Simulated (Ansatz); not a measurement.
# ClH7HfO3Si2: the cost of one run

Program: Ansatz 0.2.0. Level of theory: RHF/def2-SVP. These are calculated values, not measurements.

**1. The starting structure**

Bond lengths (14 of 15 bonds, heavy atoms first): Hf1–O2 2.070 Å, Hf1–Si3 3.331 Å, O2–Si3 1.680 Å, Hf1–O7 2.070 Å, Hf1–Cl9 2.518 Å, Hf1–O10 2.069 Å, Hf1–Si11 3.330 Å, O10–Si11 1.680 Å, Si3–H4 1.460 Å, Si3–H5 1.460 Å, Si3–H6 1.460 Å, O7–H8 1.010 Å, Si11–H12 1.460 Å, Si11–H13 1.460 Å. Angles (14 of 38 angles, heavy atoms first): Hf1–O2–Si3 125.0°, O2–Hf1–Si3 24.4°, O2–Hf1–O7 109.4°, O2–Hf1–Cl9 109.5°, O2–Hf1–O10 109.5°, O2–Hf1–Si11 85.4°, Si3–Hf1–O7 132.5°, Si3–Hf1–Cl9 102.5°, Si3–Hf1–O10 91.0°, Si3–Hf1–Si11 66.8°, O7–Hf1–Cl9 109.5°, O7–Hf1–O10 109.5°, O7–Hf1–Si11 123.5°, Cl9–Hf1–O10 109.5°.

As a file:

```xyz
14

Hf    0.0000    0.0000    0.0000
O     0.0000    0.0000    2.0700
Si   -1.3147   -0.4067    3.0336
H    -2.2390   -1.2403    2.2704
H    -0.8506   -1.1432    4.2057
H    -1.9987    0.8095    3.4633
O     1.9520    0.0000   -0.6893
H     2.2684   -0.9521   -0.8060
Cl   -1.1869    2.0563   -0.8392
O    -0.9750   -1.6891   -0.6893
Si   -1.8567   -2.7511    0.2684
H    -1.4471   -2.6052    1.6622
H    -3.2801   -2.4505    0.1462
H    -1.6101   -4.1218   -0.1696
```

**2. Relaxing the start**

Input file input.yaml:

```yaml
crystal:
  periodic: [false, false, false]
  atoms:
    - { symbol: Hf, position_ang: [0.0, 0.0, 0.0] }
    - { symbol: O, position_ang: [0.0, 0.0, 2.07] }
    - { symbol: Si, position_ang: [-1.3147, -0.4067, 3.0336] }
    - { symbol: H, position_ang: [-2.239, -1.2403, 2.2704] }
    - { symbol: H, position_ang: [-0.8506, -1.1432, 4.2057] }
    - { symbol: H, position_ang: [-1.9987, 0.8095, 3.4633] }
    - { symbol: O, position_ang: [1.952, 0.0, -0.6893] }
    - { symbol: H, position_ang: [2.2684, -0.9521, -0.806] }
    - { symbol: Cl, position_ang: [-1.1869, 2.0563, -0.8392] }
    - { symbol: O, position_ang: [-0.975, -1.6891, -0.6893] }
    - { symbol: Si, position_ang: [-1.8567, -2.7511, 0.2684] }
    - { symbol: H, position_ang: [-1.4471, -2.6052, 1.6622] }
    - { symbol: H, position_ang: [-3.2801, -2.4505, 0.1462] }
    - { symbol: H, position_ang: [-1.6101, -4.1218, -0.1696] }
basis:
  gaussian: { orbitals: def2-SVP }
hamiltonian:
  xc: hf
relax:
  f_tol: 0.02
  max_steps: 40
```

Command:

```sh
$ ansatz run input.yaml --threads 4 --pin off --max-ram 5120MiB --backend cpu --events-out ev --progress --plain --runs-dir out
```

**Question.** How long does this run take on 4 threads of Arm Neoverse V1, shared host, and how much memory does it need?

About 50 s, with a peak of 0.52 GiB.
